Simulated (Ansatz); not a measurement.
This script drives the Python package of Ansatz (0.2.0).

`ch8ssesi2_energy.py`:
```python
'''Electronic structure of the CH8SSeSi2 molecule.'''

import warnings

import ansatz

BASIS = 'def2-SVP'
LEVEL = 'CCSD'


def main() -> None:
    warnings.simplefilter('ignore', ansatz.DeckWarning)

    system = (
        ansatz.Crystal.molecule()
        .atom('C', (2.2026, 0.9227, 0.0745))
        .atom('S', (0.8876, 0.7541, 1.3204))
        .atom('Si', (0.252, -1.1874, 0.6354))
        .atom('Se', (-0.6418, -1.0389, -1.4609))
        .atom('Si', (-2.4091, 0.1713, -0.6757))
        .atom('H', (2.7294, 1.8853, 0.2361))
        .atom('H', (1.7677, 0.9236, -0.9465))
        .atom('H', (2.9358, 0.095, 0.1734))
        .atom('H', (1.4056, -2.0989, 0.6096))
        .atom('H', (-0.7586, -1.7233, 1.5595))
        .atom('H', (-3.1069, -0.5958, 0.367))
        .atom('H', (-1.9264, 1.4408, -0.1123))
        .atom('H', (-3.3378, 0.4516, -1.7806))
    )

    base = (
        system.calculation()
        .basis(gaussian=BASIS)  # atom-centred Gaussian functions
        .correlation(LEVEL)  # correlation on top of the mean field
    )
    result = base.run(threads=1)
    data = result.report

    for key in ('converged', 'free_energy_ev', 'reference_energy_ev', 'n_frozen', 'n_occupied', 'n_virtual'):
        print(f'{key:22s} {data[key]}')

    print('correlation energy', round(data['free_energy_ev'] - data['reference_energy_ev'], 5), 'eV')
    cluster = data['correlation'].get('coupled_cluster')
    if cluster:
        print('cycles', cluster['cycles'], ' T1 diagnostic', round(cluster['t1_diagnostic'], 4), ' largest double', round(cluster['largest_double'], 4))


if __name__ == '__main__':
    main()
```

It is started by `python ch8ssesi2_energy.py`. How long does it take on 1 thread of Arm Neoverse V2, on a shared host, and how much memory does it need?

It took about 29 s, with a peak of 0.94 GiB, for 1 run of the engine.

Running `python ch8ssesi2_energy.py` prints:
```text
converged              True
free_energy_ev         -93007.96575918458
reference_energy_ev    -92986.70162278962
n_frozen               25
n_occupied             [21, 21]
n_virtual              [94, 94]
correlation energy -21.26414 eV
cycles 8  T1 diagnostic 0.0096  largest double 0.0209
```

Notes:
- Total energies depend on the basis set; only differences at equal settings carry meaning.
- The geometry is a force-field or estimated start, not a minimum of this method, and the basis set is short of its limit.
- Inner cores stay frozen; a filled d shell under the valence of the heavier atoms is correlated with it.

(Lines on the test bed's own set-up are left out of the output.)
